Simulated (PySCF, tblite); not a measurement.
# C3H8F2Si: geometry, infrared bands and NMR shifts

What infrared bands and NMR shifts should C3H8F2Si (`CCC[SiH](F)F`) show?

The runs use tblite 0.8.0 and PySCF 2.14.0, with density-fitted response routines of our own; the level of theory stands in each step. All values are computed, except where a source is named. Atoms are numbered from 0 throughout.

### 1 The starting structure

14 atoms, charge 0, multiplicity 1; geometry from: force field or distance geometry start.

Bonds of the start (Å): C0–C1 1.50, C1–C2 1.52, C2–Si3 1.84, Si3–F4 1.70, Si3–F5 1.68, C0–H6 1.10, C0–H7 1.11, C0–H8 1.12, C1–H9 1.12, C1–H10 1.11, C2–H11 1.13, C2–H12 1.11, Si3–H13 1.50.

### 2 Geometry optimisation with GFN2-xTB

Job settings and geometry (Å):

```
{"job": {"kind": "relax", "xc": "GFN2-xTB", "basis": "xTB"}, "charge": 0, "multiplicity": 1}
C     -2.000900    -0.032100     0.068800
C     -0.609600    -0.282100     0.567700
C      0.331000     0.282500    -0.489900
Si     2.107000     0.077100    -0.065700
F      2.552300    -1.515000    -0.470800
F      3.046700     1.197100    -0.887100
H     -2.803400    -0.331800     0.755500
H     -2.065700    -0.545000    -0.917400
H     -2.122400     1.061500    -0.133100
H     -0.402100    -1.373900     0.679300
H     -0.453100     0.223800     1.547300
H      0.050500     1.358600    -0.685600
H      0.061500    -0.276400    -1.405400
H      2.307500     0.155400     1.414300
```

Launch:

```console
OMP_NUM_THREADS=1 python probes_run.py task.json out
```

The driver reads the jobs from task.json and runs them one after another.

**Question.** This job is followed by: GFN2-xTB harmonic vibrations, gas phase; GIAO PBE0/pcSseg-1 NMR shielding, non-relativistic, gas phase. Predict these results of the whole session: strongest single infrared mode (GFN2-xTB); zero-point energy (GFN2-xTB); 13C shifts against TMS (PBE0/pcSseg-1); 1H shifts against TMS (PBE0/pcSseg-1, means over atoms taken as alike); 29Si shifts against TMS (PBE0/pcSseg-1); 19F shifts against CFCl3 (PBE0/pcSseg-1, means over atoms taken as alike).

As calculated:

| quantity | value |
| --- | --- |
| strongest single infrared mode (GFN2-xTB) | 872 cm⁻¹, 253 km/mol |
| zero-point energy (GFN2-xTB) | 67.1 kcal/mol |
| 13C shifts against TMS (PBE0/pcSseg-1) | 22.3, 20.4, 17.9 ppm |
| 1H shifts against TMS (PBE0/pcSseg-1, means over atoms taken as alike) | 4.98, 1.34, 1.12, 0.87 ppm |
| 29Si shifts against TMS (PBE0/pcSseg-1) | -2.9 ppm |
| 19F shifts against CFCl3 (PBE0/pcSseg-1, means over atoms taken as alike) | -158.7 ppm |

The optimisation took 99 steps and gained 0.524 eV; among the close pairs (by a distance rule), Si3–F4 changed most, from 1.702 to 1.601 Å. No mode is imaginary among the 36: a minimum at this level. The strongest single mode, at 872 cm⁻¹, moves mainly Si3 and F4. GFN2-xTB is a fitted tight-binding method: band positions and strengths are rough. Its intensities can rank the bands wrongly. At PBE0/pcSseg-1: The largest span, 115 ppm, is at F4, F5, where the paramagnetic term is -138 ppm.
